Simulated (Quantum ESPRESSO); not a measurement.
**TaWC2 under changes of volume**

One of the cells (10.916 Å³/atom); the others are scaled copies at fixed shape and fractional positions:

```
W Ta C
1.0
     1.57186    0.90751    5.10162
    -1.57186    0.90751    5.10162
     0.00000   -1.81502    5.10162
W Ta C
1 1 2
Cartesian
  0.0000 0.0000 0.0000
  0.0000 0.0000 7.6524
  0.0000 0.0000 3.8405
  0.0000 0.0000 11.4644
```

The cell comes from a database or a generator and needn't be the stable form of this composition.

| Property | Result |
| --- | --- |
| Program | Quantum ESPRESSO 7.5 |
| Functional | LDA |
| Potentials or basis | GBRV 1.5 LDA |
| Cutoff | 762 eV |
| Density cutoff | 6095 eV |
| k mesh | 10 × 10 × 10 |
| Occupations | fermi-dirac, width 0.05 eV |
| Spin | no spin polarisation |

```tsv
volume (Å³/atom)	energy over the lowest point (meV/atom)	pressure (GPa)	largest force (eV/Å)
10.261	?	?	?
10.479	0.00	-2.2	0.062
10.698	8.00	-9.5	0.060
10.916	25.49	-16.1	0.058
11.134	51.50	-22.0	0.055
11.353	85.12	-27.3	0.052
11.571	125.55	-32.0	0.048
```

**Question.** What does the run at 10.261 Å³/atom give?

**Answer.** Energy over the lowest point 2.60 meV/atom; pressure 6.1 GPa; largest force 0.064 eV/Å.

Worked out: A Birch-Murnaghan fit of order 3 (a polynomial in V^(-2/3)) to the other rows has its minimum at 10.42 Å³/atom, just outside them, with B0 = V·E''(V) = 383 GPa and B' = 4.3 at fixed shape and positions, which overstates the stiffness. It gives 2.62 meV/atom at 10.261 Å³/atom, against the run's 2.60, and -dE/dV = 6.1 GPa, against 6.1.

Energies are extrapolated to zero smearing.

Caveats: the cell as given lies far from equilibrium (some runs).
